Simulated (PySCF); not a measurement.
**InHSBr (SMILES [SH][In][Br]) at 6 levels**

Wanted: a comparison of 6 runs (UHF/3-21G, UHF/def2-SVP, UPBE0/def2-SVP, UPBE/def2-SVPD, UMP2/3-21G, UMP2/def2-TZVP) of InHSBr. The job is set up through a Python script.

The calculation is run with PySCF 2.14.0.

3 further runs of the same task are left out: 3 set aside as unsound or not needed.

**1. The molecule**

The species is InHSBr (4 atoms), meant as a doublet with charge 0. SMILES: `[SH][In][Br]`. The shape is that of a PBE0-D4/def2-TZVP optimisation.

Bond lengths: S1–In2 2.430 Å, In2–Br3 2.505 Å, S1–H4 1.344 Å. Angles: S1–In2–Br3 116.5°, In2–S1–H4 92.9°.

**2. Energy and gradient at UHF/3-21G (run 1)**

Input file run.py:

```python
from pyscf import gto, scf

system = gto.Mole()
system.atom = '''
S     -2.149374    -1.576976     0.908202
In     0.907446     1.378744    -0.825999
Br     5.474915     0.273254    -0.250956
H     -4.128107    -0.188973     0.130202
'''
system.charge = 0
system.basis = '3-21g'
system.unit = 'bohr'
system.spin = 1
system.verbose = 3
system.max_memory = 1860
system.build()

myscf = scf.UHF(system)
myscf.conv_tol = 1e-10
myscf.kernel()
if not myscf.converged:
    myscf = myscf.newton().run(myscf.mo_coeff, myscf.mo_occ)

etot = myscf.e_tot
print(f'total energy: {etot:.8f} hartree')
grad = myscf.nuc_grad_method().kernel()
dip = myscf.dip_moment()
pop, q = myscf.mulliken_pop()
```

On the command line:

```
OMP_NUM_THREADS=1 python run.py
```

The program printed, cut to the lines that bear on the results:

```text
converged SCF energy = -8671.01342585026  <S^2> = 0.75880443  2S+1 = 2.0087851
total energy: -8671.01342585 hartree
--------------- UHF gradients ---------------
         x                y                z
0 S     0.0063060571     0.0084480945    -0.0049216148
1 In    -0.0026357304    -0.0125471167     0.0072282748
2 Br    -0.0124405129     0.0028980386    -0.0015090680
3 H     0.0087701862     0.0012009836    -0.0007975919
----------------------------------------------
Dipole moment(X, Y, Z, Debye): -2.19639,  3.31763, -1.87678
 ** Mulliken pop       alpha | beta **
pop of  0 S 1s        0.99932 | 0.99932
pop of  0 S 2s        0.98159 | 0.98149
pop of  0 S 3s        0.49111 | 0.48721
pop of  0 S 4s        0.50379 | 0.51150
pop of  0 S 2px       0.98014 | 0.97908
pop of  0 S 2py       0.98232 | 0.98074
pop of  0 S 2pz       0.98325 | 0.98274
pop of  0 S 3px       0.37152 | 0.33403
pop of  0 S 3py       0.42937 | 0.37458
pop of  0 S 3pz       0.44916 | 0.43033
pop of  0 S 4px       0.26344 | 0.23342
pop of  0 S 4py       0.41063 | 0.39545
pop of  0 S 4pz       0.47911 | 0.47912
pop of  1 In 1s        0.99997 | 0.99996
pop of  1 In 2s        0.99995 | 0.99992
pop of  1 In 3s        0.99882 | 0.99847
pop of  1 In 4s        0.99947 | 0.99823
pop of  1 In 5s        0.49319 | 0.29955
pop of  1 In 6s        0.32580 | 0.06913
pop of  1 In 2px       0.99976 | 0.99977
pop of  1 In 2py       0.99979 | 0.99976
pop of  1 In 2pz       0.99977 | 0.99976
pop of  1 In 3px       0.99934 | 0.99936
pop of  1 In 3py       0.99940 | 0.99931
pop of  1 In 3pz       0.99933 | 0.99931
pop of  1 In 4px       0.98933 | 0.99026
pop of  1 In 4py       0.99001 | 0.98827
[... 29 lines of this table left out ...]
pop of  2 Br 4py       0.40446 | 0.38618
pop of  2 Br 4pz       0.39713 | 0.39182
pop of  2 Br 5px       0.47742 | 0.44979
pop of  2 Br 5py       0.56649 | 0.56047
pop of  2 Br 5pz       0.56915 | 0.57148
pop of  2 Br 3dxy      0.99991 | 0.99991
pop of  2 Br 3dyz      1.00000 | 1.00000
pop of  2 Br 3dz^2     0.99991 | 0.99991
pop of  2 Br 3dxz      0.99996 | 0.99996
pop of  2 Br 3dx2-y2    0.99977 | 0.99977
pop of  3 H 1s        0.21522 | 0.21756
pop of  3 H 2s        0.24740 | 0.25472
In total            51.00000 | 50.00000
 ** Mulliken atomic charges   ( Nelec_alpha | Nelec_beta ) **
charge of  0S =     -0.49376  (     8.32475      8.16900 )
charge of  1In =      0.85650  (    24.45238     23.69112 )
charge of  2Br =     -0.42783  (    17.76024     17.66759 )
charge of  3H =      0.06509  (     0.46263      0.47229 )
```

Run time: 4.2 s. Hardware: 1 thread of Intel Xeon Platinum 8488C (Sapphire Rapids), shared host; peak memory 0.14 GiB.

**3. Energy and forces at UHF/def2-SVP (core potential) (run 2)**

Input file calc.py:

```python
import pyscf.grad
from pyscf import gto, scf

mol = gto.Mole()
mol.atom = 'S -1.137400 -0.834500 0.480600; In 0.480200 0.729600 -0.437100; Br 2.897200 0.144600 -0.132800; H -2.184500 -0.100000 0.068900'
mol.basis = 'def2-svp'
mol.max_memory = 1860
mol.spin = 1
mol.verbose = 4
mol.ecp = {'In': 'def2-svp'}
mol.charge = 0
mol.build()

myscf = scf.UHF(mol)
myscf.conv_tol = 1e-10
myscf.kernel()
if not myscf.converged:
    myscf = myscf.newton().run(myscf.mo_coeff, myscf.mo_occ)

energy = myscf.e_tot
print(f'total energy: {energy:.8f} hartree')
grad = myscf.Gradients().kernel()
myscf.analyze()
```

On the command line:

```
OMP_NUM_THREADS=1 python calc.py
```

The program printed:

```text
PySCF version 2.14.0

[INPUT] num. atoms = 4
[INPUT] num. electrons = 73
[INPUT] charge = 0
[INPUT] spin (= nelec alpha-beta = 2S) = 1
[INPUT] symmetry False subgroup None
[INPUT] Mole.unit = angstrom
[INPUT] Symbol           X                Y                Z      unit          X                Y                Z       unit  Magmom
[INPUT]  1 S     -1.137400000000  -0.834500000000   0.480600000000 AA   -2.149374494080  -1.576976450950   0.908202375466 Bohr   0.0
[INPUT]  2 In     0.480200000000   0.729600000000  -0.437100000000 AA    0.907446485016   1.378744180483  -0.825999289047 Bohr   0.0
[INPUT]  3 Br     2.897200000000   0.144600000000  -0.132800000000 AA    5.474914528090   0.273254397612  -0.250955629342 Bohr   0.0
[INPUT]  4 H     -2.184500000000  -0.100000000000   0.068900000000 AA   -4.128106719112  -0.188972612457   0.130202129983 Bohr   0.0

nuclear repulsion = 312.883103579264
number of shells = 33
number of NR pGTOs = 178
number of NR cGTOs = 81
basis = def2-svp
ecp = {'In': 'def2-svp'}

[... 82 lines left out ...]
total energy: -3159.38395613 hartree
[... 12 lines left out ...]
Nuclear Repulsion Energy =             312.883103579263945
[... 1 line left out ...]
Two-electron Energy =                 1620.703721995783098
[... 1 line left out ...]
DFT Exchange-Correlation Energy =     -130.975686443066934
[... 4 lines left out ...]
MO #2   energy= -91.9236187961003  | -91.9212639395532  occ= 1 | 1
[... 2 lines left out ...]
MO #81  energy= 61.631124847914    | 61.632454680746    occ= 0 | 0
[... 103 lines left out ...]
Dipole moment(X, Y, Z, Debye): -2.42053,  2.33819, -1.31177
```

Wall time 7.2 s (1 thread of Intel Xeon Platinum 8488C (Sapphire Rapids), shared host); peak memory 0.16 GiB.

Run 3 isn't shown in full; the table further down has it.

**4. Energy and forces at UPBE/def2-SVPD (core potential) (run 4)**

Input file input.py:

```python
from pyscf import gto, dft

system = gto.Mole()
system.atom = '''
S     -2.149374    -1.576976     0.908202
In     0.907446     1.378744    -0.825999
Br     5.474915     0.273254    -0.250956
H     -4.128107    -0.188973     0.130202
'''
system.ecp = {'In': 'def2-svp'}
system.max_memory = 1860
system.unit = 'bohr'
system.spin = 1
system.verbose = 4
system.basis = 'def2-svpd'
system.build()

ks = dft.UKS(system, xc='pbe')
ks.conv_tol = 1e-10
ks.grids.level = 5
ks.kernel()
if not ks.converged:
    ks = ks.newton().run(ks.mo_coeff, ks.mo_occ)

e_tot = ks.e_tot
print('E = %.10f Eh' % e_tot)
grad = ks.nuc_grad_method().kernel()
ks.analyze()
```

On the command line:

```
OMP_NUM_THREADS=1 python input.py
```

The program printed:

```text
PySCF version 2.14.0

[INPUT] num. atoms = 4
[INPUT] num. electrons = 73
[INPUT] charge = 0
[INPUT] spin (= nelec alpha-beta = 2S) = 1
[INPUT] symmetry False subgroup None
[INPUT] Mole.unit = bohr
[INPUT] Symbol           X                Y                Z      unit          X                Y                Z       unit  Magmom
[INPUT]  1 S     -1.137399738544  -0.834499761368   0.480599801312 AA   -2.149374000000  -1.576976000000   0.908202000000 Bohr   0.0
[INPUT]  2 In     0.480199743341   0.729599904493  -0.437099847043 AA    0.907446000000   1.378744000000  -0.825999000000 Bohr   0.0
[INPUT]  3 Br     2.897200249724   0.144599789593  -0.132800196144 AA    5.474915000000   0.273254000000  -0.250956000000 Bohr   0.0
[INPUT]  4 H     -2.184500148639  -0.100000205079   0.068899931216 AA   -4.128107000000  -0.188973000000   0.130202000000 Bohr   0.0

nuclear repulsion = 312.883096777541
number of shells = 42
number of NR pGTOs = 205
number of NR cGTOs = 108
basis = def2-svpd
ecp = {'In': 'def2-svp'}

[... 103 lines left out ...]
converged SCF energy = -3162.16915498643  <S^2> = 0.75215775  2S+1 = 2.0021566
[... 14 lines left out ...]
Nuclear Repulsion Energy =             312.883096777540857
[... 1 line left out ...]
Two-electron Energy =                 1616.446933552495011
[... 1 line left out ...]
DFT Exchange-Correlation Energy =     -133.517388626461411
[... 4 lines left out ...]
MO #2   energy= -88.0565059315177  | -88.055171725408   occ= 1 | 1
[... 2 lines left out ...]
MO #108 energy= 60.9674973543033   | 60.968818203909    occ= 0 | 0
[... 130 lines left out ...]
Dipole moment(X, Y, Z, Debye): -2.03450,  1.68550, -0.94223
```

It took 41 s on 1 thread of Intel Xeon Platinum 8488C (Sapphire Rapids), shared host; peak memory 1.1 GiB.

Run 5 isn't shown in full; the table further down has it.

**5. Energy and gradient at UMP2/def2-TZVP (core potential) (run 6)**

Input file input.xyz:

```xyz
4
BrHInS
S     -1.137400    -0.834500     0.480600
In     0.480200     0.729600    -0.437100
Br     2.897200     0.144600    -0.132800
H     -2.184500    -0.100000     0.068900
```

Input file run.py:

```python
from pyscf import gto, scf, mp

mol = gto.Mole()
mol.atom = 'input.xyz'
mol.ecp = {'In': 'def2-svp'}
mol.max_memory = 1860
mol.basis = 'def2-tzvp'
mol.verbose = 4
mol.spin = 1
mol.build()

mf = scf.UHF(mol)
mf.conv_tol = 1e-10
mf.kernel()
if not mf.converged:
    mf = mf.newton().run(mf.mo_coeff, mf.mo_occ)

pt = mp.MP2(mf, frozen=18).run()
etot = pt.e_tot
print('E = %.10f Eh' % etot)
grad = pt.nuc_grad_method().kernel()
dip = mf.dip_moment()
pop, q = mf.mulliken_pop()
```

On the command line:

```
OMP_NUM_THREADS=1 python run.py
```

The program printed:

```text
PySCF version 2.14.0

[INPUT] num. atoms = 4
[INPUT] num. electrons = 73
[INPUT] charge = 0
[INPUT] spin (= nelec alpha-beta = 2S) = 1
[INPUT] symmetry False subgroup None
[INPUT] Mole.unit = angstrom
[INPUT] Symbol           X                Y                Z      unit          X                Y                Z       unit  Magmom
[INPUT]  1 S     -1.137400000000  -0.834500000000   0.480600000000 AA   -2.149374494080  -1.576976450950   0.908202375466 Bohr   0.0
[INPUT]  2 In     0.480200000000   0.729600000000  -0.437100000000 AA    0.907446485016   1.378744180483  -0.825999289047 Bohr   0.0
[INPUT]  3 Br     2.897200000000   0.144600000000  -0.132800000000 AA    5.474914528090   0.273254397612  -0.250955629342 Bohr   0.0
[INPUT]  4 H     -2.184500000000  -0.100000000000   0.068900000000 AA   -4.128106719112  -0.188972612457   0.130202129983 Bohr   0.0

nuclear repulsion = 312.883103579264
number of shells = 49
number of NR pGTOs = 265
number of NR cGTOs = 141
basis = def2-tzvp
ecp = {'In': 'def2-svp'}

[... 85 lines left out ...]
converged SCF energy = -3159.84546536144  <S^2> = 0.76643102  2S+1 = 2.0163641
[... 1 line left out ...]
******** <class 'pyscf.mp.ump2.UMP2'> ********
nocc = (np.int64(19), np.int64(18)), nmo = (123, 123)
frozen orbitals 18
E(UMP2) = -3160.54562215654  E_corr = -0.700156795108797
E(SCS-UMP2) = -3160.49630784158  E_corr = -0.65084248014744
E_corr(same-spin) = -0.218475777672826
E_corr(oppo-spin) = -0.48168101743597
E = -3160.5456221565 Eh
--------------- UMP2 gradients ---------------
         x                y                z
0 S    -0.0026515291    -0.0035740450     0.0020960038
1 In    -0.0015957844     0.0044362702    -0.0025115457
2 Br     0.0058781721    -0.0011841567     0.0005958707
3 H    -0.0016308586     0.0003219316    -0.0001803287
----------------------------------------------
Dipole moment(X, Y, Z, Debye): -2.30380,  2.22771, -1.24960
 ** Mulliken pop       alpha | beta **
pop of  0 S 1s        1.00446 | 1.00446
pop of  0 S 2s        0.24355 | 0.24331
pop of  0 S 3s        0.73898 | 0.73940
[... 138 lines of this table left out ...]
In total            37.00000 | 36.00000
 ** Mulliken atomic charges   ( Nelec_alpha | Nelec_beta ) **
charge of  0S =     -0.45334  (     8.33110      8.12224 )
charge of  1In =      0.75149  (    10.47289      9.77561 )
charge of  2Br =     -0.45237  (    17.77513     17.67724 )
charge of  3H =      0.15422  (     0.42087      0.42491 )
```

It took 100 s on 1 thread of Intel Xeon Platinum 8488C (Sapphire Rapids), shared host; peak memory 2 GiB.

**6. All runs side by side**

```tsv
run	level	core potential	integration grid	energy (Eh)	dipole moment (D) of the reference	HOMO energy (eV)	LUMO energy (eV)	wall time
1	UHF/3-21G	–	–	-8671.013426	4.40	-8.71	-0.85	4.2 s
2	UHF/def2-SVP (core potential)	def2-svp	–	-3159.383956	3.61	-8.81	-0.57	7.2 s
3	UPBE0/def2-SVP (core potential)	def2-svp	5	-3162.278909	3.12	-6.46	-3.96	27 s
4	UPBE/def2-SVPD (core potential)	def2-svp	5	-3162.169155	2.80	-5.66	-4.91	41 s
5	UMP2/3-21G	–	–	-8671.124596	4.40	-8.71	-0.85	7.8 s
6	UMP2/def2-TZVP (core potential)	def2-svp	–	-3160.545622	3.44	-8.90	-0.66	100 s
```

**7. Outcome**

```
                                                         quantity           value
                                              run 6: total energy  -3160.54562 Eh
                      run 6: dipole moment (Hartree–Fock density)          3.44 D
run 6: HOMO energy (Hartree–Fock orbitals) (highest over α and β)        -8.90 eV
 run 6: LUMO energy (Hartree–Fock orbitals) (lowest over α and β)        -0.66 eV
              run 6: correlation energy (18 core orbitals frozen)      -700.2 mEh
                         run 6: ⟨S²⟩ of the reference determinant           0.766
                                  run 6: largest force on an atom      0.310 eV/Å
```

In words: Over runs 1, 2, 3, 4 the dipole moment (its size) runs from 2.80 D (UPBE/def2-SVPD) to 4.40 D (UHF/3-21G). The two ends differ in method and basis and core potential. Totals of different functionals can't be ranked against each other. Some runs of one species differ in core potentials or relativity; totals across that change don't compare. In runs 1, 5 relativity is left out where basis or elements ask for it. All runs together took 3.1 min, the longest 100 s.
